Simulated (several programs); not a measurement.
**What each method gives for KAgF2 (ordering on rocksalt)**

An ordered 4-atom cell of KAgF2 on the rocksalt lattice (R-3m), relaxed with r2SCAN in Ansatz, was computed with several methods. The symmetry is R-3m (No. 166, trigonal); a = 3.651 Å, c = 17.195 Å in the conventional setting, 16.54 Å³ an atom. K is surrounded by 6 F at 2.61 Å; Ag is surrounded by 6 F at 2.49 Å; F is surrounded by 3 Ag at 2.49 Å and 3 K at 2.61 Å. These are computed values for a spin-unpolarised cell that may be hypothetical; none is a measurement.

Space group R-3m:H (No. 166). a = 3.651 Å, b = 3.651 Å, c = 17.195 Å, α = 90.00°, β = 90.00°, γ = 120.00°
```tsv
atom	site	symmetry	x	y	z
K	3a	-3m	0.0000	0.0000	0.0000
Ag	3b	-3m	0.6667	0.3333	0.8333
F	6c	3m	0.3333	0.6667	0.9105
```

Gaps and times are for a single point on this cell; volume and bulk modulus come from each method's own relaxation or energy curve at fixed shape, which is too stiff where a cell has free coordinates or axes. Times are rough, from shared hosts (Arm Neoverse V2), and each method has its own mesh and cell size. A double dagger marks a value from a curve with shape and coordinates held. PM6 (MOPAC), PM7 (MOPAC), GFN1-xTB (tblite) treat a cluster of cells at its zone centre, which samples few k points: where these miss a band edge, the gap comes out too large for that reason alone. Gaps from k meshes are read at a limited set of points (mesh, symmetry points, PBE's band edges), so each method's own least gap may be somewhat smaller. xTB and the PM methods were fitted mostly to molecules, and can miss a solid's gap by electronvolts. Minimal bases can be far off for gaps. Times of the plane-wave ladder aren't listed, since it ran on unlike processors and cards. GLLB-SC's gap includes the derivative discontinuity. d marks a direct gap, i an indirect one (no mark: not told apart), a dash a value that wasn't computed or didn't pass its checks.

| method | kind | gap (eV) | own volume (Å³/atom) | bulk modulus (GPa) | atoms computed | processor time |
| --- | --- | --- | --- | --- | --- | --- |
| light PBE (260 eV and a coarse mesh) | light plane-wave | 1.77 i | – | – | 4 | 1.3 s |
| GFN1-xTB (tblite) | tight binding | 2.39 | 15.21‡ | 63‡ | cluster | 5.5 s |
| PBE | semilocal | 1.77 i | 17.66 | 41‡ | 4 | – |
| PM7 (MOPAC) | semi-empirical | 5.27 | – | – | cluster | 12 s |
| r2SCAN | semilocal | 2.24 i | 16.54 | 52‡ | 4 | – |
| PM6 (MOPAC) | semi-empirical | 2.09 | – | – | cluster | 43 s |
| PBE/SZV (CP2K) | small basis | 1.33 i | – | – | 4 | 44 s |
| PBE+SOC | semilocal | 1.70 i | – | – | 4 | – |
| PBE/DZVP (CP2K) | small basis | 1.78 i | 17.76‡ | 42‡ | 4 | 97 s |
| PBE/single zeta (GPAW) | small basis | 1.55 i | – | – | 4 | 100 s |
| GLLB-SC (GPAW) | model potential | 4.65 | – | – | 4 | 2.6 min |
| PBE0 | hybrid | 4.49 i | – | – | 4 | – |
| HSE06 | hybrid | 3.74 i | – | – | 4 | – |

Against HSE06 (3.74 eV) and with closed or daggered gaps left aside, the nearest gap at the points sampled is that of PBE0 (+0.75 eV) and the farthest that of PBE/SZV (CP2K) (-2.41 eV). HSE06 is only a yardstick of convenience, and nearness to it can be luck.

Volumes against r2SCAN's: PBE +6.8 %.

Runs without a result: GFN2-xTB (tblite) (single point).

Only the rows marked +SOC include spin-orbit coupling.
